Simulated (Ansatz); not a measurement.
# CH5FSi2: the cost of one run

Method: RHF-MP2, frozen core/def2-TZVP; program: Ansatz 0.2.0.

### Step 1. Where the work starts

SMILES `FC=[SiH][SiH3]`, 9 atoms, charge 0, spin multiplicity 1.

Atoms are counted from 1 here; the program's logs count them from 0.

Bond lengths: F1–C2 1.346 Å, C2–Si3 1.755 Å, C2–H5 1.108 Å, Si3–Si4 2.322 Å, Si3–H6 1.496 Å, Si4–H7 1.505 Å, Si4–H8 1.505 Å, Si4–H9 1.503 Å. Angles: F1–C2–Si3 124.2°, F1–C2–H5 112.2°, Si3–C2–H5 123.5°, C2–Si3–Si4 120.2°, C2–Si3–H6 114.3°, Si4–Si3–H6 125.5°, Si3–Si4–H7 111.4°, Si3–Si4–H8 111.4°, Si3–Si4–H9 106.2°, H7–Si4–H8 108.3°, H7–Si4–H9 109.8°, H8–Si4–H9 109.8°.

Geometry (Å):

| atom | x (Å) | y (Å) | z (Å) |
| --- | --- | --- | --- |
| F1 | -2.2655 | 0.5837 | -0.7278 |
| C2 | -1.2293 | 1.3970 | -0.4515 |
| Si3 | 0.3528 | 0.8399 | 0.0658 |
| Si4 | 0.7690 | -1.4313 | 0.3109 |
| H5 | -1.4878 | 2.4662 | -0.5876 |
| H6 | 1.3415 | 1.9355 | 0.3139 |
| H7 | 1.8649 | -1.8923 | -0.6121 |
| H8 | 1.1693 | -1.7665 | 1.7225 |
| H9 | -0.5148 | -2.1322 | -0.0341 |

This geometry comes from a loose relaxation at PBE in a small basis, which is not shown.

### Step 3. Plan of the scan

First coordinate, bond length C2–Si3: 11 values from 1.530 to 2.174 Å. Second coordinate, dihedral F1–C2–Si3–Si4: 12 values from −180 to 150 °, periodic.

Nothing else is relaxed (all other coordinates rigid). Energies count from the relaxed molecule at the same level. Points are written as (first, second).

(The set-up runs are not shown.)

### Step 4. Grid point (1.916 Å, −120°)

input.yaml reads:

```yaml
crystal:
  periodic: [false, false, false]
  atoms:
    - { symbol: F, position_ang: [-2.277371, 0.616312, -0.730475] }
    - { symbol: C, position_ang: [-1.220963, 1.413711, -0.448616] }
    - { symbol: Si, position_ang: [0.49252, 0.764159, 0.110952] }
    - { symbol: Si, position_ang: [1.425855, 1.359744, 2.154637] }
    - { symbol: H, position_ang: [-1.465707, 2.465678, -0.578935] }
    - { symbol: H, position_ang: [1.131822, -0.12842, -0.869953] }
    - { symbol: H, position_ang: [1.653476, 0.157498, 2.983767] }
    - { symbol: H, position_ang: [2.719163, 2.04437, 1.946485] }
    - { symbol: H, position_ang: [0.470389, 2.265904, 2.821537] }
basis:
  gaussian: { orbitals: def2-TZVP }
hamiltonian:
  xc: hf
output:
  forces: true
correlation:
  method: mp2
```

On the command line:

```bash
> ansatz run input.yaml --threads 1 --pin off --max-ram 2560MiB --backend cpu --events-out ev --progress --plain --runs-dir out
```

**Question.** How long does this run take on 1 thread of Arm Neoverse V2, shared host, and how much memory does it need?

About 14 s, with a peak of 0.43 GiB.
